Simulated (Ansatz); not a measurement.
# CH₃BFN: up Jacob's ladder to CCSD(T)

Aim: compute CH₃BFN with functionals from several rungs and with coupled cluster. The yardstick is the atomisation energy at the CCSD(T) limit.

Method: functionals in def2-TZVPP, the program's frozen cores in correlated methods; program: Ansatz 0.2.0, Gaussian basis.

The runs, in order: LDA (SPW92), PBE-D4, revPBE-D4, BLYP-D4, r2SCAN-D4, B97M-V, PBE0-D4, B3LYP-D4, r2SCANh-D4, r2SCAN0-D4, HSE06-D4, BHLYP-D4, CAM-B3LYP-D4, LC-ωPBE, ωB97X-V, ωB97M-V, B2PLYP, PBE-QIDH; CCSD(T)/def2-SVP; CCSD(T)/def2-TZVPP; MP2/def2-QZVPP; extrapolation to the limit; RPA on PBE.

## (1) The geometry

An earlier PBE0-D4 in a triple-zeta def2 set relaxation fixed the geometry.

SMILES `C=NBF`, 7 atoms, charge 0, spin multiplicity 1.

Atoms are counted from 1 here; the program's logs count them from 0.

Bond lengths: C1–N2 1.238 Å, C1–H5 1.096 Å, C1–H6 1.096 Å, N2–B3 1.369 Å, B3–F4 1.338 Å, B3–H7 1.196 Å. Angles: N2–C1–H5 121.8°, N2–C1–H6 121.8°, H5–C1–H6 116.5°, C1–N2–B3 177.6°, N2–B3–F4 120.3°, N2–B3–H7 119.9°, F4–B3–H7 119.9°.

## (2) LDA

This LDA is Slater exchange with PW92 correlation.

in.yaml

```yaml
crystal:
  periodic: [false, false, false]
  atoms:
    - {symbol: C, position_ang: [-0.648318, 1.121805, -0.085640]}
    - {symbol: N, position_ang: [-0.040515, 0.046053, -0.011441]}
    - {symbol: B, position_ang: [0.680735, -1.114428, 0.080826]}
    - {symbol: F, position_ang: [0.116167, -2.286420, -0.232296]}
    - {symbol: H, position_ang: [-0.651911, 1.720763, -1.003911]}
    - {symbol: H, position_ang: [-1.214213, 1.524552, 0.762586]}
    - {symbol: H, position_ang: [1.819255, -1.080424, 0.444075]}
basis:
  gaussian: {orbitals: def2-TZVPP}
hamiltonian: {xc: lda}
output: {orbitals: {seedname: orbitals}}
```

Command:

```
> ansatz run in.yaml --threads 2 --pin off --events-out ev --progress --plain --max-ram 4352MiB
```

Further steps of the session: PBE-D4 (GGA); revPBE-D4 (GGA); BLYP-D4 (GGA); r2SCAN-D4 (meta-GGA); B97M-V (meta-GGA); PBE0-D4 (hybrid); B3LYP-D4 (hybrid); r2SCANh-D4 (hybrid); r2SCAN0-D4 (hybrid); HSE06-D4 (hybrid); BHLYP-D4 (hybrid); CAM-B3LYP-D4 (range-separated); LC-ωPBE (range-separated); ωB97X-V (range-separated); ωB97M-V (range-separated); B2PLYP (double hybrid); PBE-QIDH (double hybrid); CCSD(T) in def2-SVP; CCSD(T) in def2-TZVPP; MP2 in def2-QZVPP; RPA on PBE orbitals.

Before running them: what should the planned runs give, taken together? Wanted: atomisation energy, CCSD(T)/CBS; farthest beyond LDA; mean size of error, GGA; mean size of error, meta-GGA; mean size of error, hybrid; mean size of error, range-separated; mean size of error, double hybrid; gap, smallest and largest; T1 diagnostic.

As calculated:

| quantity | value |
| --- | --- |
| atomisation energy, CCSD(T)/CBS | 2880.5 kJ/mol |
| functionals within 14.4 kJ/mol (0.5 %) | r2SCANh-D4, B2PLYP, PBE-QIDH |
| farthest beyond LDA | PBE-D4 (+117.4 kJ/mol) |
| mean size of error, GGA | 69.4 kJ/mol |
| mean size of error, meta-GGA | 26.3 kJ/mol |
| mean size of error, hybrid | 37.1 kJ/mol |
| mean size of error, range-separated | 29.8 kJ/mol |
| mean size of error, double hybrid | 7.5 kJ/mol |
| gap, smallest and largest | 3.85 eV (LDA (SPW92)), 11.65 eV (LC-ωPBE) |
| T1 diagnostic | 0.0140 |
| triples share of the correlation energy | 3.7 % |

What this shows: The LDA atomisation energy is off by 474.6 kJ/mol (16 %): it overbinds. PBE-D4 is off by +117.4 kJ/mol. Double hybrids carry the basis error of their MP2 part in triple zeta, and no dispersion term here, so their miss is partly the set-up's. By mean error the best rung here is double hybrid (7.5 kJ/mol) and the worst beyond LDA is GGA (69.4 kJ/mol). Misses under about 14.4 kJ/mol are within the doubt on the reference itself, which lacks core-valence correlation, relativity and higher excitations. Hartree-Fock recovers 73 % of the binding; the rest is correlation. CCSD(T) in def2-SVP is off by -123.4 kJ/mol, which most functionals beat. Orbital gaps span 3.9 to 11.7 eV; exact exchange widens them.
